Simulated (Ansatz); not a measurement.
# TiC+ (doublet): from Hartree-Fock to the top rungs, def2-QZVPP

An exercise on one series of results from a longer session: the logs are not shown, and one member is left open.

The runs use Ansatz 0.2.0, Gaussian basis; def2-QZVPP, core rule «outside noble gas», up to 10 orbitals frozen.

Plan: UHF; ROHF; CCSD(T) on UHF.

## The geometry

The geometry is a PBE0/def2-TZVP stationary point (not a proven minimum).

2 atoms, charge 1, spin multiplicity 2.

Atoms are counted from 1 here; the program's logs count them from 0.

Bond lengths: Ti1–C2 1.616 Å.

The first run:

The input, in.yaml:

```yaml
crystal:
  periodic: [false, false, false]
  atoms:
    - {symbol: Ti, position_ang: [0.000000, 0.000000, 0.000000]}
    - {symbol: C, position_ang: [0.000000, 0.000000, 1.616200]}
basis:
  gaussian: {orbitals: "def2-QZVPP.json"}
total_charge: 1
magnetization: {spin_polarized: true, initial_magnetization: 1}
hamiltonian: {xc: hf}
output: {orbitals: {seedname: orbitals}}
```

The run is started by

```
ansatz run in.yaml --threads 1 --pin off --events-out ev --progress --plain --max-ram 4096MiB --backend cpu
```

Steps of the session up to this table: UHF; ROHF; CCSD(T) on UHF.

One of the session's tables, all rows but one given; the rest of the session is left out.

```
  method  from UCCSD(T) (meV)
    ROHF              +8360.7
     UHF              +6961.4
    UMP2                    ?
   UCCSD               +538.7
UCCSD(T)                    0
```

Estimate the missing values for UMP2.

As computed: from UCCSD(T) (meV): +2249.8. In the column «from UCCSD(T) (meV)» it lies between UCCSD (+538.7) and UHF (+6961.4).

To keep in mind: The determinant is far from a pure spin state, so its energy mixes those of several spin states (harmless only where they are near-degenerate, as at dissociation). Warnings: spin contamination; coupled cluster took another determinant than the lowest.
